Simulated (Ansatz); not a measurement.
Working through an atomisation energy of C2H4Ge, SMILES [CH]1=[CH][GeH2]1

Program: Ansatz's Python interface.

Notebook, run cell by cell (the value of a cell's last expression is shown):

**Cell 1**
```python
from collections import Counter

import ansatz
```

**Cell 2**
```python
def energy(molecule, charge=0, unpaired=0):
    calc = molecule.calculation().basis(gaussian='6-31G*').functional('r2SCAN', dispersion='d3bj')
    if charge:
        calc = calc.charge(charge)
    if unpaired:
        calc = calc.spin('collinear', total=unpaired)
    return calc.run(threads=1, pin='off').report['free_energy_ev']
```

**Cell 3**
```python
system = (
    ansatz.Crystal.molecule()
    .atom('C', (-0.7473, -0.5951, -0.1642))
    .atom('C', (0.1318, 0.1011, -1.0851))
    .atom('Ge', (0.4956, 0.3597, 0.6548))
    .atom('H', (-1.6079, -1.1543, -0.0691))
    .atom('H', (0.4177, 0.3013, -2.1293))
    .atom('H', (-0.108, 1.5931, 1.3825))
    .atom('H', (1.4794, -0.6738, 1.3647))
)
```

**Cell 4**
```python
# Hund ground states
unpaired = {'C': 2, 'Ge': 2, 'H': 1}
counts = Counter(site.symbol for site in system.cartesian_sites)
atom_energy = {s: energy(ansatz.Crystal.molecule().atom(s, (0, 0, 0)), 0, unpaired[s]) for s in counts}
whole = energy(system, 0, 0)
for s, e in atom_energy.items():
    print(f'{s:2s} x{counts[s]}  {e:14.5f} eV')
print(f'C2H4Ge: {whole:.5f} eV')
split = sum(counts[s] * e for s, e in atom_energy.items()) - whole
print(f'atomisation energy (no zero-point term): {96.485332 * split:.1f} kJ/mol, {split / sum(counts.values()):.3f} eV an atom')
```
Output:
```text
DeckWarning: the engine holds no damping parameters fitted to this dispersion correction and functional, so the run takes those fitted to r2scan beside the three-body term, which d3bj leaves out (hamiltonian.dispersion, under Limitations)
C  x2     -1029.12978 eV
Ge x1    -56507.83990 eV
H  x4       -13.55744 eV
C2H4Ge: -58643.92780 eV
atomisation energy (no zero-point term): 2276.9 kJ/mol, 3.371 eV an atom
```

2276.9 kJ/mol from the electronic energies, without the zero-point term.

Reading the output:
- Total energies depend on the basis set; only differences at equal settings carry meaning.
- Warnings are shown shortened and without file and line.
- The geometry is a force-field or estimated start, not a minimum of this method, and the basis set is short of its limit. All parts are taken at fixed geometry, without zero-point energy.
- A dispersion term here runs with damping parameters fitted for another variant or functional.
- Run time: 8 s on 1 thread of Intel(R) Xeon(R) Platinum 8259CL CPU @ 2.50GHz (Skylake/Cascade Lake) (shared host), peak memory 0.19 GiB.

(Lines on the test bed's own set-up are left out of the output.)
